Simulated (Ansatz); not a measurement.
Below is the output of a Python script on Ansatz's Python interface that makes a single point from a YAML input of I, space group Fmmm. Write a script that gives it. Use: r2SCAN, PAW, the default cutoff (500 eV here), 8×8×8 k-points, cold smearing of 0.05 eV.

```cif
data_structure
_symmetry_space_group_name_H-M 'P 1'
_symmetry_Int_Tables_number 1
_cell_length_a 4.5698
_cell_length_b 4.4825
_cell_length_c 3.2252
_cell_angle_alpha 70.584
_cell_angle_beta 67.686
_cell_angle_gamma 41.731
_cell_volume 40.55
loop_
_atom_site_label
_atom_site_type_symbol
_atom_site_fract_x
_atom_site_fract_y
_atom_site_fract_z
_atom_site_occupancy
I1 I 0.00000 0.00000 0.00000 1
```

```console
$ python run_yaml_run.py
DeckWarning: basis.ecutwfc = 500 eV, auto-derived from the records' recommended cutoffs: set by I (their level for a meta-GGA)
DeckWarning: crystal.symmetry: narrowed to the stabiliser of the k-point mesh — unitary ops 8 → 2; excluded 6 operations that carry a point of the 8×8×8 mesh (shift [0.5, 0.5, 0.5]) off the mesh (the run samples exactly the mesh kpoints.mp_grid names, as under crystal.symmetry.detect: false, and its converged state [...]
converged          True
n_iterations       7
n_electrons        17.0
n_kpoints          256
n_pw               1021
n_symmetry_ops     2
free_energy_ev     -7527.886708402286
fermi_energy_ev    5.708682894785204
stress xx yy zz yz xz xy (GPa, compression positive): 0.125 -0.200 0.026 -0.001 -0.001 -2.119
P = -0.17 kbar
levels less the Fermi level (eV) at the first k-points
k = (0.062, 0.062, 0.062)
    -46.341 -46.317 -46.127 -46.100 -46.055 -14.346 -2.068 0.552 1.068 5.166 8.265 9.306 11.672
k = (0.062, 0.062, 0.188)
    -46.335 -46.319 -46.127 -46.101 -46.053 -14.021 -1.869 -1.531 1.242 5.627 8.852 8.940 12.022
k = (0.062, 0.062, 0.312)
    -46.328 -46.321 -46.129 -46.102 -46.049 -13.450 -3.769 -1.735 1.563 6.129 7.802 9.428 13.111
largest force 0.0000 eV/A on atom 0
[[0. 0. 0.]]
```
(Warnings from the package without file and line, shortened.)

The script that was run (others could print the same):

The script, `run_yaml_run.py`:
```python
"""Run a YAML input for I from Python."""

import ansatz as az
import numpy as np

INPUT = """
crystal:
  lattice:
    - [0.0, 2.3656, 3.90984]
    - [2.192245, 0.0, 3.90984]
    - [2.192245, 2.3656, 0.0]
  atoms:
    - { symbol: I, position: [0.0, 0.0, 0.0] }
kpoints:
  mp_grid: { grid: [8, 8, 8], shift: [0.5, 0.5, 0.5] }
hamiltonian:
  xc: r2scan
scf:
  occupations: { method: cold, width: 0.05 }
  lower_state_search: standard
output:
  forces: true
  stress: true
  eigenvalues: true
"""

planned = az.Session.from_yaml(INPUT).plan(threads=1, pin="off")
res = planned.execute()
summary = res.report

for key in ("converged", "n_iterations", "n_electrons", "n_kpoints", "n_pw", "n_symmetry_ops", "free_energy_ev", "fermi_energy_ev"):
    print(f"{key:18s} {summary[key]}")

# the stress is positive in compression
sigma = summary["stress_gpa"]
voigt = [sigma[0][0], sigma[1][1], sigma[2][2], sigma[1][2], sigma[0][2], sigma[0][1]]
print("stress xx yy zz yz xz xy (GPa, compression positive):", " ".join(f"{s:.3f}" for s in voigt))
print("P =", round(10 * float(np.mean(voigt[:3])), 2), "kbar")

fermi = summary["fermi_energy_ev"]
print("levels less the Fermi level (eV) at the first k-points")
for k, levels in list(zip(summary["kpoints_frac"], summary["eigenvalues_ev"]))[:3]:
    print("k = ({:.3f}, {:.3f}, {:.3f})".format(*k))
    print("   ", " ".join(f"{e - fermi:.3f}" for e in levels))

# forces in eV per angstrom
forces = np.array(summary["forces_ev_ang"])
norms = np.linalg.norm(forces, axis=1)
print("largest force {:.4f} eV/A on atom {}".format(norms.max(), norms.argmax()))
print(np.array2string(forces, precision=4, suppress_small=True))
```

The settings weren't tested for convergence. The cell holds an odd number of electrons and is run without spin, so a magnetic state may lie lower. The mesh is modest for a metal, so energies can be off by several to tens of meV an atom and pressures by half a GPa or more; differences at equal mesh fare better. The zero of the levels is a convention of the potentials, so an absolute Fermi energy is no work function. This isn't the structure that I takes at ambient conditions. Levels are Kohn-Sham eigenvalues on this mesh, without spin-orbit coupling. Wall time of the script: 19 s on 1 thread of Arm Neoverse V1 (shared host), peak memory 0.62 GiB.

(Lines on the test bed's own set-up are left out of the output.)
